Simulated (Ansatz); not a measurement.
**Nb: a slab and its surfaces, (111), 5 layers**

Aim: cut a slab of Nb (111), 5 layers from the relaxed bulk, relax it, and get surface energy and work function. The runs shown use LAPW. Companion runs by PAW are cited. Its runs: bulk in the slab's orientation (LAPW); the reference run (LAPW); atoms relaxed (LAPW); no images along the normal (LAPW); vacuum of 13 Å (LAPW).

Program: Ansatz 0.2.0. Level of theory: DFT, LDA, all-electron LAPW, scalar-relativistic. These are calculated values, not measurements.

### 1 The starting structure

It takes space group Im-3m (No. 229, cubic). The conventional cell has a = 3.249 Å, b = 3.249 Å, c = 3.249 Å, α = 90.00°, β = 90.00°, γ = 90.00°. Around Nb (site symmetry m-3m) lie 8 Nb at 2.81 Å.

Coordinates:

```cif
data_structure
_symmetry_space_group_name_H-M 'P 1'
_symmetry_Int_Tables_number 1
_cell_length_a 4.5947
_cell_length_b 4.5947
_cell_length_c 2.8137
_cell_angle_alpha 90.000
_cell_angle_beta 90.000
_cell_angle_gamma 120.000
_cell_volume 51.44
loop_
_atom_site_label
_atom_site_type_symbol
_atom_site_fract_x
_atom_site_fract_y
_atom_site_fract_z
_atom_site_occupancy
Nb1 Nb 0.00000 0.00000 0.00000 1
Nb2 Nb 0.33333 0.66667 0.33333 1
Nb3 Nb 0.66667 0.33333 0.66667 1
```

Atoms are numbered in the order of the input: Nb1, Nb2, Nb3.

### 2 Bulk in the slab's orientation, LAPW

input.yaml reads:

```yaml
crystal:
  lattice:
    - [0.0, 3.2489352777, -3.2489352777]
    - [-3.2489352777, 0.0, 3.2489352777]
    - [1.6244676389, 1.6244676389, 1.6244676389]
  atoms:
    - { symbol: Nb, position: [0.0, 0.0, 0.0] }
    - { symbol: Nb, position: [0.333333333, 0.666666667, 0.333333333] }
    - { symbol: Nb, position: [0.666666667, 0.333333333, 0.666666667] }
kpoints:
  mp_grid: { grid: [8, 8, 12] }
scf:
  occupations: { method: fermi_dirac, width: 0.1 }
hamiltonian:
  xc: lda
  pseudopotentials: { kind: all_electron, lapw: { basis_error: 0.001 } }
output:
  forces: true
  stress: true
  eigenvalues: true
```

Launch:

```
> ansatz run input.yaml --threads 2 --pin off --max-ram 4096MiB --backend cpu --events-out ev --progress --plain --runs-dir out
```

Further steps of the session: Slab as cut, LAPW; Atoms relaxed, LAPW; No images along the normal, LAPW; Vacuum of 13 Å, LAPW.

Before running it: what results should come out? Wanted: surface energy; work function; outer layer spacing; core-level shifts among the layers (for each run or level that gives them).

As calculated:

| quantity | value |
| --- | --- |
| surface energy (LAPW, relaxed) | 2.77 J/m² |
| work function (LAPW, relaxed) | 3.97 eV |
| outer layer spacing (LAPW) | 0.94 → 0.78 Å |
| surface energy (PAW, relaxed) | 2.77 J/m² |
| work function (PAW, relaxed) | 3.97 eV |
| outer layer spacing (PAW) | 0.94 → 0.78 Å |
| core-level shifts among the layers (PAW holes) | Nb1 +0.00, Nb2 -0.38, Nb3 +0.22 eV |

**Reading.** By LAPW the surface costs 3.08 J/m² as cut and 2.77 J/m² relaxed. The outermost spacing changes by -16.7 % (LAPW). Vacuum of 13 Å moves the work function by less than 0.01 eV (LAPW). The outermost spacing changes by -16.7 % (PAW). Vacuum of 13 Å moves the work function by less than 0.01 eV (PAW). Thickness wasn't converged, and no reconstruction was sought. The program warned that the vacuum holds more density than its bound, so energies and levels may be slightly off.
